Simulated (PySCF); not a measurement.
# The bond of CuO, level by level

Aim: find the lowest electronic state of CuO, scan its bond at several levels of theory, and get bond length, wavenumber and dissociation energy from each curve.

The runs use PySCF 2.14.0; Cu def2-TZVPPD, O def2-TZVPPD, no relativity.

## (1) The job

Settings of the job:

* atoms: Cu, O
* charge: 0
* basis: Cu def2-TZVPPD, O def2-TZVPPD
* Hamiltonian: no relativity
* basis functions: 107
* electrons treated: 37
* masses in u: 62.9296, 15.9949
* levels: PBE0, PBE, r²SCAN, M06-2X, TPSS, BP86, B2PLYP, BHandHLYP, ωB97X-V, HF, MP2, SCS-MP2
* grid: 80 radial by 434 angular points
* occupations: held fixed by the projection of orbital angular momentum
* dissociation limit: Cu + O, each in its ground configuration
* starting distance in angstrom: 1.735
* values of 2S to try: 1, 3, 5

Command:

```sh
$ OMP_NUM_THREADS=2 python dia.py task.json out
```

Further steps of the session: PBE0 along the bond; Other states along the same grid; PBE (GGA); r²SCAN (meta-GGA); M06-2X (hybrid meta-GGA); TPSS; BP86 (GGA); B2PLYP (double hybrid); BHandHLYP; ωB97X-V; UHF.

What does the calculation give? Wanted: for each run, Re; ωe; De; μ.

As calculated:

Lowest PBE0 solution found, without spin–orbit coupling: ²Π (doublet), unpaired electrons π ↑. State 2 has its PBE0 minimum 1.03 eV higher. State 3 has its PBE0 minimum 1.72 eV higher. The other levels ran on the lowest alone.

```
    level  Re (Å)  ωe (cm⁻¹)  De (eV)  μ (D)
      UHF   1.871        546     0.70  -6.37
      PBE   1.719        658     3.32  -4.25
     BP86   1.718        661     3.30  -4.21
     TPSS   1.721        657     3.11  -4.37
   r²SCAN   1.715        659     3.11  -4.39
     PBE0   1.755        598     2.65  -4.77
BHandHLYP   1.800        577     2.17  -5.31
   M06-2X   1.834        564     2.47  -5.32
  ωB97X-V   1.762        599     2.86  -5.12
   B2PLYP   1.753        596     2.73  -5.20
```

De is counted to Cu + O in their ground configurations. A positive dipole means Cu(−)O(+). No constants: UHF-MP2 (the points don't follow one smooth fit); UHF-SCS-MP2 (the points don't follow one smooth fit).

What this shows: The methods spread over 0.156 Å in bond length, from r²SCAN to UHF. Of the levels with a De here, UHF gives the least (0.70 eV) and PBE the most (3.32 eV).

Correlated steps freeze 6 core orbitals. B2PLYP dipoles, levels and charges come from its SCF part alone. The state is the lowest single determinant that the PBE0 search found; with open d or f shells the true ground state can be another one.
